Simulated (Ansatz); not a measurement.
# Ge(OMe)H3 (CH6GeO): structure and electronic state

Aim: characterise Ge(OMe)H3 (CH6GeO) as a singlet: its structure, frontier levels and distribution of charge.

Program: Ansatz 0.2.0, Gaussian basis. Level of theory: RKS PBE0-D4/def2-TZVP. These are calculated values, not measurements.

Plan: relaxation at PBE-D4/def2-TZVP; a search for the lowest solution at PBE0-D4/def2-SVP; a single point at PBE0-D4/def2-TZVP.

### 1 The system as given

9 atoms, charge 0, spin multiplicity 1.

Atoms are counted from 1 here; the program's logs count them from 0.

Bond lengths: Ge1–O2 1.749 Å, Ge1–H7 1.505 Å, Ge1–H8 1.485 Å, Ge1–H9 1.505 Å, O2–C3 1.410 Å, C3–H4 1.093 Å, C3–H5 1.091 Å, C3–H6 1.093 Å. Angles: O2–Ge1–H7 110.2°, O2–Ge1–H8 99.9°, O2–Ge1–H9 110.2°, H7–Ge1–H8 113.6°, H7–Ge1–H9 109.2°, H8–Ge1–H9 113.5°, Ge1–O2–C3 126.0°, O2–C3–H4 111.7°, O2–C3–H5 107.1°, O2–C3–H6 111.5°, H4–C3–H5 108.9°, H4–C3–H6 108.6°, H5–C3–H6 109.0°.

The start is a GFN2-xTB geometry.

### 2 Relaxation at PBE-D4/def2-TZVP

The input, in.yaml:

```yaml
crystal:
  periodic: [false, false, false]
  atoms:
    - {symbol: Ge, position_ang: [-0.377020, 0.600480, -1.216130]}
    - {symbol: O, position_ang: [-0.289170, 0.472070, 0.525810]}
    - {symbol: C, position_ang: [0.349650, -0.556350, 1.249440]}
    - {symbol: H, position_ang: [-0.078520, -1.535890, 1.022030]}
    - {symbol: H, position_ang: [0.201640, -0.342530, 2.309040]}
    - {symbol: H, position_ang: [1.422010, -0.587590, 1.039630]}
    - {symbol: H, position_ang: [1.007700, 0.672770, -1.801790]}
    - {symbol: H, position_ang: [-1.140620, 1.868450, -1.339680]}
    - {symbol: H, position_ang: [-1.095670, -0.591410, -1.788340]}
basis:
  gaussian: {orbitals: def2-TZVP}
hamiltonian: {xc: pbe, dispersion: d4}
scf: {lower_state_search: "off"}
output: {orbitals: {seedname: orbitals}}
relax: {f_tol: 0.02, max_steps: 100}
```

Run with:

```sh
> ansatz run in.yaml --threads 4 --pin off --events-out ev --progress --plain --max-ram 3916MiB
```

The runs that follow: Searching for the lowest solution, PBE0-D4/def2-SVP; Single point, PBE0-D4/def2-TZVP.

**Question.** What will the summary of the whole plan be? Wanted: point group; commonest bond, hydrogen aside; HOMO, LUMO at PBE0-D4/def2-TZVP; dipole at PBE-D4/def2-TZVP.

The runs gave:

```
                       quantity                           value
                    point group                              Cs
 commonest bond, hydrogen aside  Ge–O, 1 of mean length 1.804 Å
HOMO, LUMO at PBE0-D4/def2-TZVP                  -7.75, 0.24 eV
     dipole at PBE-D4/def2-TZVP                          1.08 D
```

**Reading.** The molecule keeps its bonding pattern by the stored test; the atoms moved 0.11 Å (rms). No usable vibrations, so a minimum isn't proven. The HOMO lies nearest to O2 65 %; H4, H6 about 9 % each and the LUMO to Ge1 19 %; H7, H8, H9 about 17 % each. The point group is read from a loosely relaxed geometry; soft torsions can leave it below the true symmetry.
